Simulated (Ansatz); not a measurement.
**Zr4O: structure and electronic properties**

The task, for Zr4O: find the equilibrium cell and see whether it has a gap, which orbitals make up the states near it and how charge is shared.

Program: Ansatz 0.2.0. Level of theory: DFT PBEsol, scalar-relativistic, plane waves, PAW. These are calculated values, not measurements.

**1. The structure to begin with**

The structure is trigonal, space group R-3 (No. 148). The conventional cell has a = 5.651 Å, b = 5.651 Å, c = 31.126 Å, α = 90.00°, β = 90.00°, γ = 120.00°. Zr (site symmetry 1) is surrounded by 1 O at 2.28 Å. Zr (site symmetry 1) is surrounded by 2 O at 2.27 Å. O (site symmetry -3) is surrounded by 6 Zr at 2.27 Å. Around O (site symmetry 3) lie 6 Zr at 2.27 to 2.28 Å.

Structure file:

```xyz
15
Lattice="2.8254 1.6313 10.3753 -2.8254 1.6313 10.3753 0.0000 -3.2625 10.3753" Properties=species:S:1:pos:R:3 pbc="T T T"
Zr   -0.9623    1.6340   19.4761
Zr   -0.9716   -1.5946   14.2759
Zr    1.8962    0.0164   19.4761
Zr   -0.8952    1.6388   14.2759
Zr   -0.9339   -1.6503   19.4761
Zr    1.8668   -0.0442   14.2759
Zr   -1.8962   -0.0164   11.6498
Zr    0.8952   -1.6388   16.8500
Zr    0.9623   -1.6340   11.6498
Zr    0.9716    1.5946   16.8500
Zr    0.9339    1.6503   11.6498
Zr   -1.8668    0.0442   16.8500
O     0.0000    0.0000   15.5629
O     0.0000    0.0000    7.7833
O     0.0000    0.0000   23.3426
```

Source of the structure: the Materials Project (structure only).

(A quick probe on a coarse mesh, which set the mesh and smearing, is not shown.)

**3. Relaxing cell and atoms**

File input.yaml:

```yaml
crystal:
  lattice:
    - [2.8254438746, 1.6312707816, 10.3752769626]
    - [-2.8254438746, 1.6312707816, 10.3752769626]
    - [0.0, -3.2625415632, 10.3752769626]
  atoms:
    - { symbol: Zr, position: [0.62237983, 0.96294586, 0.29183668] }
    - { symbol: Zr, position: [0.12378538, 0.46767355, 0.78449257] }
    - { symbol: Zr, position: [0.96294586, 0.29183668, 0.62237983] }
    - { symbol: Zr, position: [0.46767355, 0.78449257, 0.12378538] }
    - { symbol: Zr, position: [0.29183668, 0.62237983, 0.96294586] }
    - { symbol: Zr, position: [0.78449257, 0.12378538, 0.46767355] }
    - { symbol: Zr, position: [0.03705414, 0.70816332, 0.37762017] }
    - { symbol: Zr, position: [0.53232645, 0.21550743, 0.87621462] }
    - { symbol: Zr, position: [0.37762017, 0.03705414, 0.70816332] }
    - { symbol: Zr, position: [0.87621462, 0.53232645, 0.21550743] }
    - { symbol: Zr, position: [0.70816332, 0.37762017, 0.03705414] }
    - { symbol: Zr, position: [0.21550743, 0.87621462, 0.53232645] }
    - { symbol: O, position: [0.5, 0.5, 0.5] }
    - { symbol: O, position: [0.25005852, 0.25005852, 0.25005852] }
    - { symbol: O, position: [0.74994148, 0.74994148, 0.74994148] }
basis:
  ecutwfc: 420
kpoints:
  mp_grid: { grid: [6, 6, 6] }
hamiltonian:
  xc: pbesol
scf:
  occupations: { method: gaussian, width: 0.1 }
output:
  forces: true
  stress: true
  eigenvalues: true
  write_density: true
  write_potential: true
  elf: true
  volumetric_format: npy
relax:
  adjacent_minimum: "off"
  f_tol: 0.005
  max_steps: 80
  cell: { stress_tol: 0.05 }
```

Started as:

```bash
$ ansatz run input.yaml --threads 4 --pin off --max-ram 10240MiB --backend cpu --events-out ev --progress --plain --runs-dir out
```

The session goes on with these runs: electronic structure at the relaxed geometry.

What does the calculation give? Wanted: relaxed cell; volume; formation energy; gap; states at the Fermi level.

As calculated:

| quantity | value |
| --- | --- |
| relaxed cell (conventional) | a = 5.581 Å, b = 5.581 Å, c = 30.846 Å, α = 90.00°, β = 90.00°, γ = 120.00° |
| space group (0.01 Å) | R-3 (No. 148) |
| volume | 18.49 Å³/atom |
| formation energy (elements from runs with the same settings, not shown) | -1.19 eV/atom |
| gap | none (metal) |
| states at the Fermi level | 6.05 per eV per cell |

What this shows: The cell shrank by 3.3 % in volume on relaxing. It comes out metallic. Of the projected weight within 0.25 eV of the Fermi level, the largest part is Zr 4d (93 %).
